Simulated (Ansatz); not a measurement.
What does this script print? It uses Ansatz 0.2.0 through its Python package.

`run_md.py`
```python
import logging
import sys

import ansatz as az
import numpy as np

logging.basicConfig(stream=sys.stdout, format='%(name)s: %(message)s')
log = logging.getLogger('calc')
log.setLevel(logging.INFO)

BASIS_SET = 'def2-SVP'
XC = 'PBE0'
N_STEPS = 40
TEMPERATURE_K = 800

GEOMETRY = '''
C    -0.72890   -1.14330    0.40160
C     0.11430   -0.34660    0.10330
Te    1.63800    0.96740   -0.40530
H    -1.48950   -1.75020    0.63690
H     0.51590    2.19900   -0.77780
'''

molecule = az.Crystal.molecule()
for line in GEOMETRY.strip().splitlines():
    symbol, *xyz = line.split()
    molecule = molecule.atom(symbol, [float(v) for v in xyz])

base = (
    molecule.calculation()
    .basis(gaussian=BASIS_SET)
    .functional(XC)
)
symbols = [site.symbol for site in molecule.cartesian_sites]
start = np.array([site.position_ang for site in molecule.cartesian_sites], dtype=float)
report = base.relax(force_tolerance=0.02).run().report
end = np.array(report['positions_ang'])
minimum = az.Crystal.molecule()
for symbol, place in zip(symbols, end):
    minimum = minimum.atom(symbol, place.tolist())

base = minimum.calculation()
base = base.basis(gaussian=BASIS_SET)
base = base.functional(XC)
base = base.md('nvt_nose_hoover', timestep=0.5, steps=N_STEPS, temperature=TEMPERATURE_K, initial_velocities='maxwell_boltzmann', seed=47, thermostat_time=10)
frames = []
res = base.session().plan().execute(on_event=lambda e: frames.append(e['data']) if e['event'] == 'md_step' else None)
log.info('t (fs)   E_pot (eV)      E_kin (eV)   T (K)   d(0-1) (A)')
for f in frames[::2]:
    xyz = np.array(f['positions_ang'])
    log.info(f'{f["time_fs"]:6.2f} {f["lagrangian_ev"]:14.5f} {f["e_kin_ev"]:10.5f} {f["temperature_k"]:8.1f} {np.linalg.norm(xyz[0] - xyz[1]):9.4f}')
kept = np.array([f['conserved_ev'] for f in frames])
log.info(f'conserved energy moves by at most {1000 * np.ptp(kept):.3f} meV')
```

Running `python run_md.py` prints:
```text
calc: t (fs)   E_pot (eV)      E_kin (eV)   T (K)   d(0-1) (A)
calc:   0.00    -9393.04391    0.31022    800.0    1.2155
calc:   1.00    -9393.02824    0.29486    760.4    1.2192
calc:   2.00    -9392.99739    0.26487    683.0    1.2219
calc:   3.00    -9392.98080    0.24927    642.8    1.2227
calc:   4.00    -9392.97616    0.24620    634.9    1.2215
calc:   5.00    -9392.95915    0.23219    598.8    1.2191
calc:   6.00    -9392.92497    0.20239    521.9    1.2166
calc:   7.00    -9392.89079    0.17353    447.5    1.2150
calc:   8.00    -9392.87034    0.15932    410.9    1.2148
calc:   9.00    -9392.85767    0.15452    398.5    1.2159
calc:  10.00    -9392.83488    0.14185    365.8    1.2178
calc:  11.00    -9392.80046    0.11932    307.7    1.2193
calc:  12.00    -9392.78358    0.11536    297.5    1.2197
calc:  13.00    -9392.80314    0.15186    391.6    1.2185
calc:  14.00    -9392.83039    0.20593    531.1    1.2163
calc:  15.00    -9392.83146    0.24432    630.1    1.2142
calc:  16.00    -9392.81337    0.26901    693.7    1.2137
calc:  17.00    -9392.80721    0.30742    792.8    1.2156
calc:  18.00    -9392.82875    0.37473    966.4    1.2199
calc:  19.00    -9392.85837    0.44934   1158.8    1.2259
calc:  20.00    -9392.85886    0.48884   1260.6    1.2317
calc: conserved energy moves by at most 1.439 meV
```

Caveats:
- Total energies depend on the basis set; only differences at equal settings carry meaning.
- The trajectory is only some femtoseconds long, so its temperature is not equilibrated; where the script doesn't relax first, it starts from a rough generated geometry.
- def2 sets replace the cores of elements past krypton by effective core potentials.
- The temperature counts the internal degrees of freedom alone.
- The whole script took 98 s on 1 thread of Arm Neoverse V2, with other jobs on the host, peak memory 0.2 GiB.

(Lines on the test bed's own set-up are left out of the output.)
